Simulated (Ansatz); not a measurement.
# CH₆BSb: up Jacob's ladder to CCSD(T)

Aim: compute CH₆BSb with functionals from several rungs and with coupled cluster, and see how far each lands from CCSD(T) at the basis-set limit for the atomisation energy.

Computed with Ansatz 0.2.0, Gaussian basis. Level: functionals in def2-TZVPP, the program's frozen cores in correlated methods.

Plan: LDA (SPW92), PBE-D4, revPBE-D4, BLYP-D4, r2SCAN-D4, B97M-V, PBE0-D4, B3LYP-D4, r2SCANh-D4, r2SCAN0-D4, HSE06-D4, BHLYP-D4, CAM-B3LYP-D4, LC-ωPBE, ωB97X-V, ωB97M-V, B2PLYP, PBE-QIDH; CCSD(T)/def2-SVP; CCSD(T)/def2-TZVPP; MP2/def2-QZVPP; extrapolation to the limit; RPA on PBE.

1 further run of the same task is left out (for a known fault of the program).

## (1) The geometry

An earlier PBE0-D4 in a triple-zeta def2 set relaxation fixed the geometry. Sb takes the def2 core potential; no spin-orbit term is included.

SMILES `[BH2][SbH][CH3]`, 9 atoms, charge 0, spin multiplicity 1.

Atoms are counted from 1 here; the program's logs count them from 0.

Bond lengths: B1–Sb2 2.197 Å, B1–H4 1.195 Å, B1–H5 1.194 Å, Sb2–C3 2.161 Å, Sb2–H6 1.704 Å, C3–H7 1.088 Å, C3–H8 1.089 Å, C3–H9 1.090 Å. Angles: Sb2–B1–H4 120.1°, Sb2–B1–H5 120.0°, H4–B1–H5 119.4°, B1–Sb2–C3 99.9°, B1–Sb2–H6 96.2°, C3–Sb2–H6 97.7°, Sb2–C3–H7 111.2°, Sb2–C3–H8 109.0°, Sb2–C3–H9 107.8°, H7–C3–H8 110.0°, H7–C3–H9 109.7°, H8–C3–H9 109.2°.

## (2) LDA

This LDA is Slater exchange with PW92 correlation.

Input file in.yaml:

```yaml
crystal:
  periodic: [false, false, false]
  atoms:
    - {symbol: B, position_ang: [-0.724392, 0.664599, -1.571017]}
    - {symbol: Sb, position_ang: [0.736932, 0.985117, 0.037749]}
    - {symbol: C, position_ang: [0.637033, -0.937049, 1.020956]}
    - {symbol: H, position_ang: [-0.758695, -0.380416, -2.150455]}
    - {symbol: H, position_ang: [-1.387942, 1.575738, -1.965760]}
    - {symbol: H, position_ang: [-0.317255, 1.829499, 1.077225]}
    - {symbol: H, position_ang: [-0.383754, -1.179188, 1.307447]}
    - {symbol: H, position_ang: [1.275831, -0.917499, 1.902532]}
    - {symbol: H, position_ang: [1.010741, -1.687099, 0.324222]}
basis:
  gaussian: {orbitals: def2-TZVPP}
hamiltonian: {xc: lda}
output: {orbitals: {seedname: orbitals}}
```

Started as:

```sh
$ ansatz run in.yaml --threads 2 --pin off --events-out ev --progress --plain --max-ram 4352MiB
```

The runs that follow: PBE-D4 (GGA); revPBE-D4 (GGA); BLYP-D4 (GGA); r2SCAN-D4 (meta-GGA); B97M-V (meta-GGA); PBE0-D4 (hybrid); B3LYP-D4 (hybrid); r2SCANh-D4 (hybrid); r2SCAN0-D4 (hybrid); HSE06-D4 (hybrid); BHLYP-D4 (hybrid); CAM-B3LYP-D4 (range-separated); LC-ωPBE (range-separated); ωB97X-V (range-separated); ωB97M-V (range-separated); B2PLYP (double hybrid); PBE-QIDH (double hybrid); CCSD(T) in def2-SVP; CCSD(T) in def2-TZVPP; MP2 in def2-QZVPP; RPA on PBE orbitals.

Q: Predict the results of all the runs planned. Wanted: atomisation energy, CCSD(T)/CBS; farthest beyond LDA; mean size of error, GGA; mean size of error, meta-GGA; mean size of error, hybrid; mean size of error, range-separated; mean size of error, double hybrid; gap, smallest and largest; T1 diagnostic.

As calculated:

```
                               quantity                                                                                                                               value
        atomisation energy, CCSD(T)/CBS                                                                                                                      667.5 kcal/mol
functionals within 6.7 kcal/mol (1.0 %)  revPBE-D4, BLYP-D4, r2SCAN-D4, B97M-V, PBE0-D4, B3LYP-D4, r2SCANh-D4, r2SCAN0-D4, HSE06-D4, CAM-B3LYP-D4, ωB97X-V, ωB97M-V, B2PLYP
                    farthest beyond LDA                                                                                                             LC-ωPBE (-9.0 kcal/mol)
                mean size of error, GGA                                                                                                                        4.9 kcal/mol
           mean size of error, meta-GGA                                                                                                                        3.3 kcal/mol
             mean size of error, hybrid                                                                                                                        3.9 kcal/mol
    mean size of error, range-separated                                                                                                                        4.5 kcal/mol
      mean size of error, double hybrid                                                                                                                        6.7 kcal/mol
              gap, smallest and largest                                                                                            2.64 eV (LDA (SPW92)), 9.16 eV (LC-ωPBE)
                          T1 diagnostic                                                                                                                              0.0145
triples share of the correlation energy                                                                                                                               3.2 %
```

What this shows: The LDA atomisation energy is off by 86.3 kcal/mol (13 %): it overbinds. PBE-D4 misses by +6.7 kcal/mol. Double hybrids carry the basis error of their MP2 part in triple zeta, and no dispersion term here, so their miss is partly the set-up's. The rungs meta-GGA, hybrid, range-separated, GGA miss on average by less than the doubt on the reference (6.7 kcal/mol), so they tie. Misses under about 6.7 kcal/mol are within the doubt on the reference itself, which lacks core-valence correlation, spin-orbit coupling and higher excitations, and its outer-core shells are covered unevenly. All levels share the lack of spin-orbit coupling, which lowers the free heavy atoms and so the true binding. Hartree-Fock recovers 74 % of the binding; the rest is correlation. CCSD(T) in def2-SVP is off by -42.5 kcal/mol, which most functionals beat. The gap grows from 2.6 to 9.2 eV across the functionals, mostly with the share of exact exchange. Correlated methods include outer-core shells of Sb, which these sets cover unevenly.
